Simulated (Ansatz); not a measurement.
# C₄H₁₁GaSi: ionisation energy by level of theory

One table from this session's results is given with a row withheld; the runs are named, their logs left out.

Computed with Ansatz 0.2.0, Gaussian basis. Level: unrestricted cation, the program's frozen cores in correlated methods.

Levels to be run: UKS PBE-D4/def2-TZVPP; UKS r2SCAN-D4/def2-TZVPP; UKS PBE0-D4/def2-TZVPP; UKS B3LYP-D4/def2-TZVPP; UKS wB97X-V/def2-TZVPP; UKS wB97M-V/def2-TZVPP; UKS B2PLYP/def2-TZVPP; UHF-CCSD(T)/def2-TZVPP; UHF-MP2/def2-QZVPP; extrapolation to the limit; then −ε(HOMO) from the neutral's earlier runs with LDA (SPW92), PBE-D4, revPBE-D4, BLYP-D4, r2SCAN-D4, B97M-V, PBE0-D4, B3LYP-D4, r2SCANh-D4, r2SCAN0-D4, HSE06-D4, BHLYP-D4, CAM-B3LYP-D4, LC-ωPBE, ωB97X-V, ωB97M-V.

### The relaxed structure

The geometry comes from an earlier relaxation with PBE0-D4 in a triple-zeta def2 set; it is a stationary point, not always the lowest conformer.

17 atoms, charge 0, spin multiplicity 1.

Atoms are counted from 1 here; the program's logs count them from 0.

Bond lengths: C1–C2 1.337 Å, C1–H7 1.091 Å, C1–H8 1.086 Å, C2–Ga3 1.964 Å, C2–C4 1.495 Å, Ga3–H9 1.571 Å, Ga3–H10 1.571 Å, C4–Si5 1.887 Å, C4–H11 1.095 Å, C4–H12 1.097 Å, Si5–C6 1.867 Å, Si5–H13 1.495 Å, Si5–H14 1.491 Å, C6–H15 1.093 Å, C6–H16 1.092 Å, C6–H17 1.092 Å. Angles: C2–C1–H7 122.1°, C2–C1–H8 121.9°, H7–C1–H8 116.0°, C1–C2–Ga3 117.0°, C1–C2–C4 122.3°, Ga3–C2–C4 120.7°, C2–Ga3–H9 120.7°, C2–Ga3–H10 117.6°, H9–Ga3–H10 121.6°, C2–C4–Si5 108.8°, C2–C4–H11 111.7°, C2–C4–H12 112.1°, Si5–C4–H11 107.4°, Si5–C4–H12 109.0°, H11–C4–H12 107.7°, C4–Si5–C6 111.2°, C4–Si5–H13 107.2°, C4–Si5–H14 110.3° and more.

The first run:

in.yaml reads:

```yaml
crystal:
  periodic: [false, false, false]
  atoms:
    - {symbol: C, position_ang: [-1.471295, -0.678193, 1.307065]}
    - {symbol: C, position_ang: [-0.186595, -0.785587, 0.950908]}
    - {symbol: Ga, position_ang: [1.155920, -0.364077, 2.320465]}
    - {symbol: C, position_ang: [0.229861, -1.173469, -0.431229]}
    - {symbol: Si, position_ang: [0.784679, 0.375345, -1.355343]}
    - {symbol: C, position_ang: [-0.655281, 1.518533, -1.682307]}
    - {symbol: H, position_ang: [-2.284249, -0.922834, 0.622337]}
    - {symbol: H, position_ang: [-1.766075, -0.347270, 2.298276]}
    - {symbol: H, position_ang: [2.671792, -0.708135, 2.091376]}
    - {symbol: H, position_ang: [0.650501, 0.271850, 3.664921]}
    - {symbol: H, position_ang: [1.075398, -1.869081, -0.419168]}
    - {symbol: H, position_ang: [-0.585479, -1.650277, -0.989518]}
    - {symbol: H, position_ang: [1.792825, 1.067187, -0.494660]}
    - {symbol: H, position_ang: [1.453618, 0.003113, -2.634434]}
    - {symbol: H, position_ang: [-1.379324, 1.047810, -2.351940]}
    - {symbol: H, position_ang: [-0.319766, 2.448116, -2.147282]}
    - {symbol: H, position_ang: [-1.166532, 1.766968, -0.749446]}
basis:
  gaussian: {orbitals: def2-TZVPP}
total_charge: 1
magnetization: {spin_polarized: true, initial_magnetization: 1}
hamiltonian: {xc: pbe, dispersion: d4}
```

Run with:

```bash
> ansatz run in.yaml --threads 2 --pin off --events-out ev --progress --plain --max-ram 22528MiB --backend cuda --devices 0, --max-vram 18GiB
```

Steps of the session up to this table: Cation, UKS PBE-D4/def2-TZVPP; Cation, UKS r2SCAN-D4/def2-TZVPP; Cation, UKS PBE0-D4/def2-TZVPP; Cation, UKS B3LYP-D4/def2-TZVPP; Cation, UKS wB97X-V/def2-TZVPP; Cation, UKS wB97M-V/def2-TZVPP; Cation, UKS B2PLYP (frozen core)/def2-TZVPP; Cation, UHF-CCSD(T)/def2-TZVPP; Cation, UHF-MP2/def2-QZVPP.

One table of the session follows, with a row left open; its other results are not shown here.

For comparison, −ε(HOMO) of the neutral from earlier runs:

```
  functional  −ε(HOMO) (eV)
 LDA (SPW92)           6.40
      PBE-D4              ?
   revPBE-D4           6.16
     BLYP-D4           6.07
   r2SCAN-D4           6.40
      B97M-V           6.47
     PBE0-D4           7.26
    B3LYP-D4           7.06
  r2SCANh-D4           6.79
  r2SCAN0-D4           7.39
    HSE06-D4           6.87
    BHLYP-D4           8.16
CAM-B3LYP-D4           8.53
     LC-ωPBE           9.86
     ωB97X-V           9.51
     ωB97M-V           9.42
```

**Question.** Estimate the row for PBE-D4.

As computed: −ε(HOMO) (eV): 6.23. In the column «−ε(HOMO) (eV)» it lies between revPBE-D4 (6.16) and LDA (SPW92) (6.40).

Caveats from the session: The cation may have settled in a state other than its lowest; no search over hole states beyond the program's own was made.
